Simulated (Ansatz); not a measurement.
Working through a ranking of polymorphs by energy of 3 structures of TaRu

Computed with Ansatz 0.2.0 through its Python package.

The cells in order, each with its output:

**Cell 1**
```python
import warnings

import ansatz as az
import numpy as np
import pandas as pd
```

**Cell 2**
```python
def run_phase(name, crystal):
    calc = crystal.calculation()
    calc = calc.functional('lda')
    calc = calc.basis(520)
    calc = calc.kpoints(spacing=0.27)
    calc = calc.occupations('cold', width=0.1).stress()
    calc = calc.band_table()
    return calc.run()
```

**Cell 3**
```python
def volume_per_atom(outcome):
    return abs(np.linalg.det(outcome.lattice.cell_ang)) / len(outcome.lattice.sites)
```

**Cell 4**
```python
def pressure_gpa(outcome):
    return float(np.trace(outcome.report['stress_gpa']) / 3)
```

**Cell 5**
```python
warnings.simplefilter('ignore')
```

**Cell 6**
```python
phases = {}
pm_3m = (
    az.Lattice.cubic(3.187)
    .space_group(221)
    .atom('Ta', (0.5, 0.5, 0.5))
    .atom('Ru', (0.0, 0.0, 0.0))
)
phases['Pm-3m'] = pm_3m
p4_mmm = (
    az.Lattice.from_parameters(3.053, 3.053, 3.389, alpha=90.0, beta=90.0, gamma=90.0)
    .atom('Ta', (0.5, 0.5, 0.5))
    .atom('Ru', (0.0, 0.0, 0.0))
)
phases['P4/mmm'] = p4_mmm
cmmm = (
    az.Lattice.from_parameters(3.308244, 4.683226, 4.162423, alpha=90, beta=90, gamma=90)
    .space_group(65, hermann_mauguin='Cmmm')
    .atom('Ta', (0.5, 0.0, 0.5))
    .atom('Ru', (0.0, 0.0, 0.0))
    .primitive()
)
phases['Cmmm'] = cmmm
```

**Cell 7**
```python
done = {name: run_phase(name, crystal) for name, crystal in phases.items()}
```

**Cell 8**
```python
energy = {name: o.report['energy_sigma0_ev'] / len(o.lattice.sites) for name, o in done.items()}
lowest = min(energy.values())
rows = [(name, len(o.lattice.sites), 1000 * (energy[name] - lowest), volume_per_atom(o), pressure_gpa(o)) for name, o in done.items()]
rows.sort(key=lambda row: row[2])
print(pd.DataFrame(rows, columns=['phase', 'atoms', 'dE (meV/atom)', 'V (A^3/atom)', 'P (GPa)']).round(4).to_string(index=False))
print('lowest in energy:', rows[0][0])
```
Output:
```text
 phase  atoms  dE (meV/atom)  V (A^3/atom)  P (GPa)
P4/mmm      2         0.0000       15.7941 -10.7885
 Pm-3m      2        76.1835       16.1851 -15.8988
  Cmmm      2       191.5336       16.1224 -14.1855
lowest in energy: P4/mmm
```

By space group at the end of each run: P4/mmm (+0 meV an atom, 15.8 Å³), Pm-3m (+76 meV an atom, 16.2 Å³) and Cmmm (+192 meV an atom, 16.1 Å³).

Notes:
- Absolute energies stand on the zero of these potentials, so only differences at equal settings mean something.
- The run is spin-unpolarised.
- For the metals among these phases the mesh is modest: differences between phases can be off by up to 40 meV an atom.
- This is a high-temperature or high-pressure form, not the ambient phase.
- Pressure is positive in compression.
- Spin-orbit coupling, which matters for elements this heavy, is left out.
- The cells come from databases of deposited and of computed structures, and not all need be stable phases.
- The ranking holds among these structures alone, at zero temperature; the ground state may be another structure. Differences under about 40 meV an atom lie within the error of mesh and functional.
- Run time: 7.8 s on 1 thread of Arm Neoverse V2, on a shared host, peak memory 0.47 GiB.
